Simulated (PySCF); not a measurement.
# B2O2 (diboron dioxide): HF/6-31G(d) (spherical functions, preoptimised minimum)

Aim: an optimisation with harmonic vibrations of B2O2 (diboron dioxide). 

Program for the calculation: PySCF 2.14.0.

1 further run of the same task is left out (set aside as unsound or not needed).

## Step 1: Starting point

The species is B2O2 (4 atoms), meant as a singlet with charge 0. As SMILES, `O=BB=O`. The coordinates come from a GFN2-xTB symmetrised relaxation. The run starts from this shape.

Bond lengths: O1–B2 1.188 Å, B2–B3 1.619 Å, B3–O4 1.188 Å. Angles: O1–B2–B3 180.0°, B2–B3–O4 180.0°.

## Step 2: An optimisation with harmonic vibrations at HF/6-31G(d) (spherical functions, preoptimised minimum)

Input file input.py:

```python
# diboron dioxide
from pyscf import gto, scf, symm
from pyscf.hessian import thermo
from pyscf.geomopt.geometric_solver import kernel as optimise

mol = gto.Mole()
mol.atom = [
    ('O', (0.000000, 0.000000, -1.997398)),
    ('B', (0.000000, 0.000000, -0.809485)),
    ('B', (0.000000, 0.000000, 0.809485)),
    ('O', (0.000000, 0.000000, 1.997398)),
]
mol.basis = '6-31g*'
mol.verbose = 3
mol.charge = 0
mol.max_memory = 1860
mol.build()

hf = scf.RHF(mol)
hf.conv_tol = 1e-10
converged, mol_eq = optimise(hf, maxsteps=80)
print('converged:', converged)
print(mol_eq.tostring())

hf.reset(mol_eq)
mol = mol_eq
hf.kernel()
e_tot = hf.e_tot
print('E = %.10f Eh' % e_tot)
hess = hf.Hessian().kernel()
modes = thermo.harmonic_analysis(mol, hess)
thermo.dump_normal_mode(mol, modes)
symm.geom.TOLERANCE = 1e-3  # for the symmetry number
th = thermo.thermo(hf, modes['freq_au'], 298.15, 101325)
thermo.dump_thermo(mol, th)
```

Launch:

```bash
$ OMP_NUM_THREADS=1 python input.py
```

Log:

```text
maxiter                   80
----------------------------------------------------------
Custom engine selected.
Bonds will be generated from interatomic distances less than 1.20 times sum of covalent radii
12 internal coordinates being used (instead of 12 Cartesians)
Internal coordinate system (atoms numbered from 1):
Distance 1-2
Distance 2-3
Distance 3-4
LinearAngleX 1-2-3
LinearAngleY 1-2-3
LinearAngleX 2-3-4
LinearAngleY 2-3-4
Translation-X 1-4
Translation-Y 1-4
Translation-Z 1-4
Rotation-A 1-4
Rotation-B 1-4
Rotation-C 1-4
> ===== Optimization Info: ====
> Job type: Energy minimization
> Maximum number of optimization cycles: 80
> Initial / maximum trust radius (Angstrom): 0.100 / 0.300
> Convergence Criteria:
> Will converge when all 5 criteria are reached:
>  |Delta-E| < 1.00e-06
>  RMS-Grad  < 3.00e-04
>  Max-Grad  < 4.50e-04
>  RMS-Disp  < 1.20e-03
>  Max-Disp  < 1.80e-03
> === End Optimization Info ===

Geometry optimization cycle 1
Cartesian coordinates (Angstrom)
 Atom        New coordinates             dX        dY        dZ
   O   0.000000   0.000000  -1.997398    0.000000  0.000000  0.000000
   B   0.000000   0.000000  -0.809485    0.000000  0.000000  0.000000
   B   0.000000   0.000000   0.809485    0.000000  0.000000  0.000000
   O   0.000000   0.000000   1.997398    0.000000  0.000000  0.000000

WARN: Mole.unit (angstrom) is changed to Bohr
[... 1 line left out ...]
converged SCF energy = -199.182456919839
[... 8 lines left out ...]
Step    0 : Gradient = 2.734e-02/3.644e-02 (rms/max) Energy = -199.1824569198
[... 9 lines left out ...]
converged SCF energy = -199.183597293865
[... 18 lines left out ...]
converged SCF energy = -199.18362392208
[... 18 lines left out ...]
converged SCF energy = -199.183624153137
[... 10 lines left out ...]
Converged! =D
[... 1 line left out ...]
converged: True
[... 4 lines left out ...]
converged SCF energy = -199.183624153137
[... 48 lines left out ...]
Gibbs free energy [Eh] -199.19138
```

Wall time 16 s (1 thread of Arm Neoverse V1, shared host); peak memory 0.14 GiB.

## Step 3: What came out

At HF/6-31G* (spherical functions, preoptimised minimum):

| quantity | value |
| --- | --- |
| total energy | -199.18362 Eh |
| dipole moment | 0.00 D |
| HOMO energy | -14.63 eV |
| LUMO energy | 1.69 eV |
| HOMO–LUMO gap | 16.32 eV |
| lowest harmonic wavenumber | 237 cm⁻¹ |
| highest harmonic wavenumber | 2330 cm⁻¹ |
| zero-point energy | 39.9 kJ/mol |
| ideal-gas entropy at 298.15 K (symmetry number 2 as used) | 58.5 cal/(mol K) |

At the final geometry: Bond lengths: O1–B2 1.182 Å, B2–B3 1.666 Å, B3–O4 1.182 Å. Angles: O1–B2–B3 180.0°, B2–B3–O4 180.0°. All 7 modes are real, so the shape is a minimum at this level. Mulliken charges run from -0.36 on O1 to +0.36 on B2; they depend strongly on the basis.
